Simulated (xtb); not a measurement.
# CH5BN2 (SMILES C=NBN) at GFN-FF

We compute a geometry optimisation of CH5BN2. 

The results are computed with xtb 6.7.1.

4 further runs of the same task are left out: 4 set aside as unsound or not needed.

## 1. The system as given

The species is CH5BN2 (9 atoms), meant as a singlet with charge 0. SMILES: `C=NBN`. All atoms were displaced at random from a relaxed shape. The run starts from this shape.

Bond lengths: C1–N2 1.243 Å, N2–B3 1.400 Å, B3–N4 1.408 Å, C1–H5 1.093 Å, C1–H6 1.117 Å, B3–H7 1.096 Å, N4–H8 0.996 Å, N4–H9 0.995 Å. Angles: C1–N2–B3 165.8°, N2–B3–N4 116.1°, N2–C1–H5 122.5°, N2–C1–H6 118.1°, N2–B3–H7 121.4°, N4–B3–H7 122.5°, B3–N4–H8 130.3°, B3–N4–H9 123.7°, H5–C1–H6 118.8°, H8–N4–H9 105.7°.

## 2. A structure relaxation at GFN-FF

Input file coord:

```
$coord
     -3.387674229094      0.144979788281      0.887490977169  c
     -1.283350805756      0.353000840080     -0.135644541226  n
      1.223049645119      0.934261698754     -0.748936257712  b
      2.954492309546     -1.081301288511     -0.624667867756  n
     -5.129623770774     -0.090385600541     -0.196474825177  h
     -3.522373907257      0.504953717761      2.963279536026  h
      1.801116866642      2.870286113433     -1.207383815546  h
      4.801378342927     -1.123177619433     -0.981259187473  h
      2.527659869777     -2.781771341755      0.053517043849  h
$end
```

On the command line:

```console
$ xtb --opt extreme --gfnff -- coord > out.txt 2> xtb.err
```

What values should one expect? Wanted: steric energy; dipole moment; dispersion energy.

**Answer.** As computed:

At GFN-FF:

| quantity | value |
| --- | --- |
| steric energy (arbitrary zero) | -1.45253 Eh |
| dipole moment (from atomic charges) | 0.54 D |
| dispersion energy | -7.15 kJ/mol |

In words: At the final geometry: Bond lengths: C1–N2 1.232 Å, N2–B3 1.455 Å, B3–N4 1.368 Å, C1–H5 1.071 Å, C1–H6 1.071 Å, B3–H7 1.174 Å, N4–H8 1.003 Å, N4–H9 1.002 Å. Angles: C1–N2–B3 175.2°, N2–B3–N4 123.2°, N2–C1–H5 120.3°, N2–C1–H6 120.3°, N2–B3–H7 117.5°, N4–B3–H7 119.2°, B3–N4–H8 133.7°, B3–N4–H9 118.7°, H5–C1–H6 119.3°, H8–N4–H9 107.6°. The optimisation took 163 steps and changed the energy by -0.291 eV.
